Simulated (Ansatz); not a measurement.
# Pd: the cost of one run

Computed with Ansatz 0.2.0 (DFT PBEsol, scalar-relativistic, unless a step's input says otherwise).

## (1) The structure to begin with

Symmetry: Fm-3m, No. 225, cubic system. Conventional cell: a = 3.890 Å, b = 3.890 Å, c = 3.890 Å, α = 90.00°, β = 90.00°, γ = 90.00°. Pd (site symmetry m-3m) is surrounded by 12 Pd at 2.75 Å.

As a file:

```cif
data_structure
_symmetry_space_group_name_H-M 'P 1'
_symmetry_Int_Tables_number 1
_cell_length_a 2.7505
_cell_length_b 2.7505
_cell_length_c 2.7505
_cell_angle_alpha 60.000
_cell_angle_beta 60.000
_cell_angle_gamma 60.000
_cell_volume 14.71
loop_
_atom_site_label
_atom_site_type_symbol
_atom_site_fract_x
_atom_site_fract_y
_atom_site_fract_z
_atom_site_occupancy
Pd1 Pd 0.00000 0.00000 0.00000 1
```

## (2) The deformed structure

Space group Fm-3m before, I4/mmm after.

## (3) LAPW, all electrons

Input file input.yaml:

```yaml
crystal:
  lattice:
    - [0.0, 1.906002, 1.9449]
    - [1.906002, 0.0, 1.9449]
    - [1.906002, 1.906002, 0.0]
  atoms:
    - { symbol: Pd, position: [0.0, 0.0, 0.0] }
kpoints:
  mp_grid: { grid: [18, 18, 18] }
  band_path:
    path:
      - [0.0, 0.0, 0.0]
      - [0.0, 0.5, 0.5]
      - [0.25, 0.75, 0.5]
      - [0.0, 0.5, 0.0]
      - [0.0, 0.0, 0.0]
      - [0.5, 0.5, 0.0]
      - [0.37005, 0.62995, 0.0]
      - [-0.37005, 0.37005, 0.0]
      - [0.0, 0.0, 0.0]
    npoints: 5
scf:
  occupations: { method: fermi_dirac, width: 0.05 }
hamiltonian:
  xc: pbesol
  pseudopotentials: { kind: all_electron, lapw: { basis_error: 0.00025 } }
output:
  forces: true
  stress: true
  eigenvalues: true
```

Started as:

```
$ ansatz run input.yaml --threads 1 --pin off --max-ram 3072MiB --backend cpu --events-out ev --progress --plain --runs-dir out
```

**Question.** How long does this run take on 1 thread of Arm Neoverse V2, shared host, and how much memory does it need?

About 40 s, with a peak of 0.72 GiB.
